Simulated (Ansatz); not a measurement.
# FePt in Ansatz: tuning --threads

Aim: find the choice of --threads that runs FePt fastest, at PBEsol. This setting moves, with any that are tied to it; all else stays.

Program: Ansatz 0.2.0. These are calculated values, not measurements. Logs are shortened: lines on timing, memory, paths and dates and some standing lists are left out, and cuts for length are marked.

**1. The slab as given**

The cell holds a slab with vacuum, 6 atoms: a = 2.722 Å, b = 2.722 Å, c = 24.250 Å, α = 90.00°, β = 90.00°, γ = 90.00°.

**2. With --threads 56**

Contents of input.yaml:

```yaml
crystal:
  lattice:
    - [2.7216540008, 0.0, 0.0]
    - [0.0, 2.7216540008, 0.0]
    - [0.0, 0.0, 24.25]
  atoms:
    - { symbol: Fe, position: [0.5, 0.5, 0.3092783505], spin: 3.0 }
    - { symbol: Pt, position: [0.0, 0.0, 0.3855670103] }
    - { symbol: Fe, position: [0.5, 0.5, 0.4618556701], spin: 3.0 }
    - { symbol: Pt, position: [0.0, 0.0, 0.5381443299] }
    - { symbol: Fe, position: [0.5, 0.5, 0.6144329897], spin: 3.0 }
    - { symbol: Pt, position: [0.0, 0.0, 0.6907216495] }
  periodic: [true, true, false]
hamiltonian:
  xc: pbesol
  pseudopotentials: { kind: paw }
magnetization:
  spin_polarized: true
kpoints:
  mp_grid: { grid: [7, 7, 1] }
scf:
  occupations: { method: fermi_dirac, width: 0.05 }
output:
  forces: true
  eigenvalues: true
```

Potentials or basis: Ansatz PAW.

On the command line:

```console
ansatz run input.yaml --threads 56 --pin off --max-ram 65536MiB --backend cpu --events-out ev --progress --plain --runs-dir out
```

It took 5 s on 56 threads of Arm Neoverse N1, host not shared; peak memory 2.4 GiB.

It converged, with:

- Free energy: -50496.7169 eV
- Largest force: 0.668 eV/Å
- Band gap on the k mesh: none (metal or under the smearing width)
- Net moment: 9.97 μB per cell
- Absolute moment: 10.43 μB per cell
- Site moments: Fe +3.03, +2.90, +3.02; Pt +0.36, +0.38, +0.33 μB

**3. With --threads 32**

input.yaml is that of step 2.

Potentials or basis: Ansatz PAW.

On the command line:

```console
ansatz run input.yaml --threads 32 --pin off --max-ram 65536MiB --backend cpu --events-out ev --progress --plain --runs-dir out
```

Run time: 6.2 s. Hardware: 32 threads of Arm Neoverse N1, host not shared; peak memory 2.2 GiB.

It converged, with:

```yaml
Free_energy: -50496.7169 eV
Largest_force: 0.668 eV/Å
Band_gap_on_the_k_mesh: none (metal or under the smearing width)
Net_moment: 9.97 μB per cell
Absolute_moment: 10.43 μB per cell
Site_moments: Fe +3.03, +2.90, +3.02; Pt +0.36, +0.38, +0.33 μB
```

**4. With --threads 16**

input.yaml is that of step 3.

On the command line:

```console
ansatz run input.yaml --threads 16 --pin off --max-ram 65536MiB --backend cpu --events-out ev --progress --plain --runs-dir out
```

It took 9.8 s on 16 threads of Arm Neoverse N1, host not shared; peak memory 1.8 GiB.

It converged, with:

| Property | Result |
| --- | --- |
| Free energy | -50496.7169 eV |
| Largest force | 0.668 eV/Å |
| Band gap on the k mesh | none (metal or under the smearing width) |
| Net moment | 9.97 μB per cell |
| Absolute moment | 10.43 μB per cell |
| Site moments | Fe +3.03, +2.90, +3.02; Pt +0.36, +0.38, +0.33 μB |

**5. With --threads 8**

input.yaml is that of step 4.

On the command line:

```console
ansatz run input.yaml --threads 8 --pin off --max-ram 65536MiB --backend cpu --events-out ev --progress --plain --runs-dir out
```

Wall time 18 s (8 threads of Arm Neoverse N1, host not shared); peak memory 1.2 GiB.

Results (log left out):

| Item | Value |
| --- | --- |
| Free energy | -50496.7169 eV |
| Largest force | 0.668 eV/Å |
| Band gap on the k mesh | none (metal or under the smearing width) |
| Net moment | 9.97 μB per cell |
| Absolute moment | 10.43 μB per cell |
| Site moments | Fe +3.03, +2.90, +3.02; Pt +0.36, +0.38, +0.33 μB |

**6. With --threads 4**

input.yaml is that of step 5.

Potentials or basis: Ansatz PAW.

On the command line:

```console
ansatz run input.yaml --threads 4 --pin off --max-ram 65536MiB --backend cpu --events-out ev --progress --plain --runs-dir out
```

Wall time 33 s (4 threads of Arm Neoverse N1, host not shared); peak memory 0.93 GiB.

The run converged. Its results:

```yaml
Free_energy: -50496.7169 eV
Largest_force: 0.668 eV/Å
Band_gap_on_the_k_mesh: none (metal or under the smearing width)
Net_moment: 9.97 μB per cell
Absolute_moment: 10.43 μB per cell
Site_moments: Fe +3.03, +2.90, +3.02; Pt +0.36, +0.38, +0.33 μB
```

**7. With --threads 2**

input.yaml is that of step 6.

On the command line:

```console
ansatz run input.yaml --threads 2 --pin off --max-ram 65536MiB --backend cpu --events-out ev --progress --plain --runs-dir out
```

It took 64 s on 2 threads of Arm Neoverse N1, host not shared; peak memory 0.75 GiB.

It converged, with:

```yaml
Free_energy: -50496.7169 eV
Largest_force: 0.668 eV/Å
Band_gap_on_the_k_mesh: none (metal or under the smearing width)
Net_moment: 9.97 μB per cell
Absolute_moment: 10.43 μB per cell
Site_moments: Fe +3.03, +2.90, +3.02; Pt +0.36, +0.38, +0.33 μB
```

**8. With --threads 1**

input.yaml is that of step 7.

Potentials or basis: Ansatz PAW.

On the command line:

```console
ansatz run input.yaml --threads 1 --pin off --max-ram 65536MiB --backend cpu --events-out ev --progress --plain --runs-dir out
```

Output:

```text
Warning: crystal.periodic: the lattice vector that does not repeat stood 0.000° off the slab's normal, 24.250 Å along it as the deck builds it. The run solves the slab on a vector along the normal, 42.300 Å long, with every atom where it was (on the deck's vector they left 15.00 Å outside them, and the widest stretch free of ions among them is 1.85 Å). A fractional position that the run reports is one of the run's cell, which starts as this one, and not of the deck's: it goes into a deck with that cell's vectors. The slab on that cell runs as it stands in a deck that lists each atom with its symbol and moment, types crystal.periodic and leaves out crystal.checkpoint, crystal.saddle_side, crystal.structure_sha256, crystal.space_group, crystal.setting, crystal.reduce_to_primitive, crystal.supercell, crystal.defects and each atom's wyckoff. Where those keys changed the vectors of the plane, lay the indices of each lattice_plane and lattice_line anew on these rows. Along the normal they count this vector already. An outside_sphere can name other atoms there (type this run's as sites). In the order of the run's atom list the slab is: crystal.lattice: [[2.7216540008, 0.0, 0.0], [0.0, 2.7216540008, 0.0], [0.0, 0.0, 42.3000000015]]; position: [0.49999999999999994, 0.49999999999999994, 0.17730496452385444]; position: [0.0, 0.0, 0.22104018911213807]; position: [0.49999999999999994, 0.49999999999999994, 0.2647754137004216]; position: [0.0, 0.0, 0.30851063828870534]; position: [0.49999999999999994, 0.49999999999999994, 0.3522458628769889]; position: [0.0, 0.0, 0.3959810874652725];
Warning: RAYON_NUM_THREADS=56 ignored (pool sized by the plan → 1); use --threads N
crystal.periodic: the lattice vector that does not repeat stood 0.000° off the slab's normal, 24.250 Å along it as the deck builds it. The run solves the slab on a vector along the normal, 42.300 Å long, with every atom where it was (on the deck's vector they left 15.00 Å outside them, and the widest stretch free of ions among them is 1.85 Å). A fractional position that the run reports is one of the run's cell, which starts as this one, and not of the deck's: it goes into a deck with that cell's vectors. The slab on that cell runs as it stands in a deck that lists each atom with its symbol and moment, types crystal.periodic and leaves out crystal.checkpoint, crystal.saddle_side, crystal.structure_sha256, crystal.space_group, crystal.setting, crystal.reduce_to_primitive, crystal.supercell, crystal.defects and each atom's wyckoff. Where those keys changed the vectors of the plane, lay the indices of each lattice_plane and lattice_line anew on these rows. Along the normal they count this vector already. An outside_sphere can name other atoms there (type this run's as sites). In the order of the run's atom list the slab is: crystal.lattice: [[2.7216540008, 0.0, 0.0], [0.0, 2.7216540008, 0.0], [0.0, 0.0, 42.3000000015]]; position: [0.49999999999999994, 0.49999999999999994, 0.17730496452385444]; position: [0.0, 0.0, 0.22104018911213807]; position: [0.49999999999999994, 0.49999999999999994, 0.2647754137004216]; position: [0.0, 0.0, 0.30851063828870534]; position: [0.49999999999999994, 0.49999999999999994, 0.3522458628769889]; position: [0.0, 0.0, 0.3959810874652725];
Engine: ansatz 0.2.0, aarch64-unknown-linux-gnu
Pseudopotentials: kind: paw
Pseudopotential: Fe, paw, valence charge 16, recommended cutoff 420 eV (normal), Fe.paw.azcp
Pseudopotential: Pt, paw, valence charge 18, recommended cutoff 420 eV (normal), Pt.paw.azcp
Functional definition: PBEsol
[... 69 lines left out ...]
  atom   3  Fe     0.00000000    -0.00000000     0.08109752
  atom   4  Pt    -0.00000000     0.00000000    -0.10161126
  atom   5  Fe     0.00000000     0.00000000     0.57544011
  atom   6  Pt    -0.00000000    -0.00000000    -0.66837039
  max |Σ_I F_I| component: 3.06e-5 eV/Å
--- Band table (eV; the first three rows and the last of 20) ---
  k-point 0 ↑: bands = ["-103.6275", "-103.5830", "-102.9554", "-93.5239", "-93.3056", "-93.2901", "-59.8251", "-59.7388", "-59.6173", "-59.5796", "-59.5796", "-59.3405", "-59.3405", "-59.3098", "-59.3098", "-57.8097", "-57.7553", "-57.6876", "-57.6876", "-57.6541", "-57.6541", "-57.0754", "-57.0516", "-57.0516", "-14.3179", "-13.5159", "-12.3714", "-11.1341", "-11.0362", "-10.8128", "-10.7015", "-10.3811", "-10.1712", "-8.3088", "-8.2088", "-8.2088", "-8.0764", "-7.8648", "-7.8648", "-7.8088", "-7.5056", "-7.2888", "-7.2426", "-7.2426", "-7.1307", "-6.9651", "-6.8024", "-6.7671", "-6.5640", "-6.4687", "-6.4687", "-5.9080", "-5.7661", "-5.7661", "-5.6247", "-5.4387", "-5.3194", "-5.3194", "-5.0065", "-4.2577", "-3.0539", "-0.4848 (-0.5254°)", "0.3662", "0.5831", "1.4055", "2.2272", "3.0767"]
  k-point 1 ↑: bands = ["-103.6247", "-103.5802", "-102.9526", "-93.5222", "-93.3039", "-93.2884", "-59.8231", "-59.7369", "-59.6156", "-59.5985", "-59.5778", "-59.3601", "-59.3386", "-59.3285", "-59.3081", "-57.8039", "-57.7513", "-57.7441", "-57.7118", "-57.6832", "-57.6497", "-57.1097", "-57.0699", "-57.0470", "-13.8060", "-13.0331", "-11.9245", "-10.9090", "-10.6399", "-10.5606", "-10.3779", "-10.1813", "-9.7921", "-8.5388", "-8.5076", "-8.1096", "-8.0750", "-7.9019", "-7.8641", "-7.8281", "-7.6632", "-7.5055", "-7.4721", "-7.2333", "-7.1561", "-6.9710", "-6.8885", "-6.8335", "-6.7958", "-6.7594", "-6.3956", "-6.2107", "-6.1005", "-6.0921", "-5.7180", "-5.4924", "-5.4339", "-5.2026", "-4.7258", "-3.0802", "-1.6471 (-1.6471°)", "-0.0360 (-0.0840°)", "0.8014", "1.0169", "1.8293", "2.6394", "3.4708"]
  k-point 2 ↑: bands = ["-103.6185", "-103.5740", "-102.9464", "-93.5184", "-93.3002", "-93.2846", "-59.8189", "-59.7330", "-59.6418", "-59.6108", "-59.5739", "-59.4039", "-59.3703", "-59.3345", "-59.3045", "-57.8733", "-57.8400", "-57.7908", "-57.7383", "-57.6733", "-57.6398", "-57.2388", "-57.0578", "-57.0367", "-12.5531", "-12.0419", "-11.2574", "-10.6361", "-10.2690", "-10.1353", "-9.6169", "-9.2109", "-8.9418", "-8.6495", "-8.4312", "-8.0819", "-8.0691", "-8.0668", "-7.8998", "-7.7905", "-7.7688", "-7.6668", "-7.6582", "-7.6448", "-7.5243", "-7.4291", "-7.1746", "-7.0632", "-6.6411", "-6.5568", "-6.3993", "-6.2737", "-6.2647", "-5.8755", "-5.6223", "-5.5170", "-5.3886", "-5.2321", "-3.3802", "-1.4259", "0.3250 (0.3248°)", "0.8112 (0.8109°)", "1.2527 (1.1981°)", "1.8503", "2.0733", "2.3795", "3.0723"]
  k-point 9 ↓: bands = ["-103.3702", "-103.3147", "-102.7387", "-90.0674", "-89.9709", "-89.8852", "-57.6870", "-57.6859", "-57.6395", "-57.6383", "-57.4780", "-57.4136", "-57.1094", "-57.1083", "-56.7635", "-56.3574", "-56.3376", "-56.3365", "-56.2793", "-56.2371", "-56.2371", "-56.2285", "-56.1412", "-56.1411", "-11.1510", "-10.8521", "-10.0027", "-9.7500", "-9.7375", "-9.6885", "-9.6050", "-9.3871", "-8.7043", "-8.6196", "-8.4348", "-7.0986", "-6.2203", "-6.1462", "-5.6328", "-5.6192", "-5.3803", "-4.5695", "-4.5623", "-4.2933", "-4.0263", "-4.0079", "-4.0071", "-3.9373", "-3.6565", "-3.5464", "-3.3836", "-3.3511", "-3.1661", "-3.0874", "-2.9973", "-1.3254", "-1.0573", "0.1517", "0.4347", "1.5827", "2.3126", "3.0002", "3.9234", "4.1373", "4.5153", "4.6897", "4.9265"]
  ° read free of the cell's end (the report's vacuum.weakly_bound_levels)
```

It took 2.1 min on 1 thread of Arm Neoverse N1, host not shared; peak memory 0.73 GiB.

What came out:

| Property | Result |
| --- | --- |
| Free energy | -50496.7169 eV |
| Largest force | 0.668 eV/Å |
| Band gap on the k mesh | none (metal or under the smearing width) |
| Net moment | 9.97 μB per cell |
| Absolute moment | 10.43 μB per cell |
| Site moments | Fe +3.03, +2.90, +3.02; Pt +0.36, +0.38, +0.33 μB |

**9. Result**

```tsv
--threads	energy less the last converged row (meV/atom)	SCF cycles	wall time (s)	peak memory (GiB)
56	0.00	14	5	2.4
32	0.00	14	6.2	2.2
16	0.00	14	9.8	1.8
8	0.00	14	18	1.2
4	0.00	14	33	0.93
2	0.00	14	64	0.75
1	0.00	14	120	0.73
```

Fastest here: 56 (5 s); slowest of those that converged: 1 (120 s). These are single runs, one after another on one machine, so differences under about a fifth mean little.

Caveats: the PAW data sets come from PBE, with cores solved anew for the run's functional, which leaves a small shift of forces and pressure.
